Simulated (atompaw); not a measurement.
**A PAW (atompaw) potential for Mg, from input to tests**

Task: generate the file, and judge it by its logarithmic derivatives, its ghosts and its cutoff.

Method: atompaw 4.2.0.5, PBE, scalar-relativistic.

### 1 Starting point

The settings as typed:

```json
{"element": "magnesium (Mg, Z = 12)", "type": "PAW", "frozen core": "[He]", "valence charge": "10", "reference configuration": "2s2 2p6 3s1.5 3p0.5", "partial waves": "2s (bound): rc 1.05 bohr; 3s (bound): rc 1.20 bohr; 2p (bound): rc 1.00 bohr; 3p (bound): rc 1.20 bohr; 3d channel at 0.1 Ry: rc 1.20 bohr; 3d channel at 2.65 Ry: rc 1.20 bohr", "local potential": "troulliermartins scheme with l = 3 at 0 Ry, radius 0.95 bohr", "core correction": "smooth core density matched at 0.65 bohr", "augmentation charge": "besselshape compensation charge, radius 0.95 bohr; PAW radius 1.20 bohr; waves and projectors: custom polynom gramschmidtortho"}
```

### 2 Generation

The input, Mg.input:

```
Mg 12
GGA-PBE scalarrelativistic loggrid 1500 logderivrange -8 5 326
3 3 0 0 0 0
3 0 1.5
3 1 0.5
0 0 0
c
v
v
v
v
2
1.20 0.95 0.95 0.65
n
n
y
0.1
y
2.65
n
custom polynom gramschmidtortho besselshape
3 0 troulliermartins
1.05
1.20
1.00
1.20
1.20
1.20
PWSCFOUT
UPFDX 0.0125d0 UPFXMIN -7.d0 UPFZMESH 12.d0
END
```

The run is started by

```console
$ atompaw < Mg.input > Mg.log
```

Before running it: what results should come out? Wanted: cutoffs for 10 and 1 mRy, occupied levels; bound ghosts; largest phase difference near zero energy, channels read; lowest eigenvalue of the overlap; share of valence orbitals outside the PAW sphere; UPF file.

The runs gave:

| quantity | value |
| --- | --- |
| cutoffs for 10 and 1 mRy, occupied levels | 100 Ry and 160 Ry |
| bound ghosts | none found |
| largest phase difference near zero energy, channels read | 0.000 rad |
| lowest eigenvalue of the overlap (Bessel basis) | 0.612 (p) |
| share of valence orbitals outside the PAW sphere | 2s 7 %, 3s 97 %, 2p 9 %, 3p 99 % |
| UPF file | written |

**Reading.** The potential is hard: the looser tolerance needs 100 Ry. The slowest occupied level is 2p: taken alone it needs 120 Ry to come within 1 mRy, against 50 Ry for 2s. It is free of bound ghosts as far as tested. Near zero energy the phases of the channels with partial waves agree within 0.001 rad. These are tests on the free atom; a crystal test is still owed.
